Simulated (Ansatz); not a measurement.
# Cl2FH3HfN with multiplicity 2: a nudged elastic band in two tries

Wanted: a band of images between two relaxed ends, and a check that the input is sound.

Program: Ansatz 0.2.0. Level of theory: UKS PBE-D4/def2-SVP. These are calculated values, not measurements.

## Step 1: Starting point

Bond lengths: Hf1–Cl2 2.367 Å, Hf1–Cl3 2.367 Å, Hf1–F4 1.911 Å, Hf1–N5 2.011 Å, N5–H6 1.027 Å, N5–H7 1.027 Å, Hf1–H8 0.180 Å. Angles: Cl2–Hf1–Cl3 109.4°, Cl2–Hf1–F4 112.6°, Cl2–Hf1–N5 108.2°, Cl2–Hf1–H8 92.3°, Cl3–Hf1–F4 113.3°, Cl3–Hf1–N5 108.0°, Cl3–Hf1–H8 41.3°, F4–Hf1–N5 105.0°, F4–Hf1–H8 87.6°, N5–Hf1–H8 148.7°, Hf1–N5–H6 125.7°, Hf1–N5–H7 125.8°, H6–N5–H7 108.5°.

Structure file:

```xyz
8

Hf    0.0151   -0.0143   -0.1446
Cl   -0.1798    0.1042    2.2118
Cl    2.2970   -0.2322   -0.7338
F    -0.8582    1.4373   -1.0283
N    -0.9500   -1.6633   -0.7722
H    -0.7166   -2.6295   -0.5124
H    -1.7581   -1.6823   -1.4049
H     0.1651    0.0857   -0.1446
```

## Step 2: The run

input.yaml

```yaml
crystal:
  periodic: [false, false, false]
  atoms:
    - { symbol: Hf, position_ang: [0.01508, -0.014294, -0.144564] }
    - { symbol: Cl, position_ang: [-0.17977, 0.104204, 2.211834] }
    - { symbol: Cl, position_ang: [2.296963, -0.232167, -0.733778] }
    - { symbol: F, position_ang: [-0.85821, 1.437334, -1.02832] }
    - { symbol: "N", position_ang: [-0.950006, -1.663282, -0.772228] }
    - { symbol: H, position_ang: [-0.716585, -2.629533, -0.512355] }
    - { symbol: H, position_ang: [-1.758136, -1.682323, -1.404911] }
    - { symbol: H, position_ang: [0.16508, 0.085706, -0.144564] }
magnetization:
  spin_polarized: true
  initial_magnetization: 1
basis:
  gaussian: { orbitals: def2-SVP }
hamiltonian:
  xc: pbe
  dispersion: d4
neb:
  order_check: false
  images: 5
  f_tol: 0.05
  max_iterations: 8
  final_atoms:
    - { symbol: Hf, position_ang: [-0.05738954, -0.42952614, 0.17898727] }
    - { symbol: Cl, position_ang: [0.91766502, 0.41304718, 3.17453673] }
    - { symbol: Cl, position_ang: [2.26043793, -0.27731264, -0.32024722] }
    - { symbol: F, position_ang: [-1.36887412, 0.54232532, 1.25158367] }
    - { symbol: "N", position_ang: [-1.01184363, -1.65204623, -1.10040665] }
    - { symbol: H, position_ang: [-2.02862175, -1.79349867, -1.1513161] }
    - { symbol: H, position_ang: [-0.56743713, -2.22928586, -1.82553278] }
    - { symbol: H, position_ang: [-0.32243579, 0.76629802, 2.94289308] }
  initial_path: idpp
```

On the command line:

```bash
ansatz run input.yaml --threads 4 --pin off --max-ram 5120MiB --backend cpu --events-out ev --progress --plain --runs-dir out
```

What does the calculation give? Wanted: first try.

The runs gave:

| quantity | value |
| --- | --- |
| first try | timeout |
| cause | the last atom was put 0.18 Å from the first, almost on top of it |

In words: The program did not catch the first fault at the input check, so it cost a run.
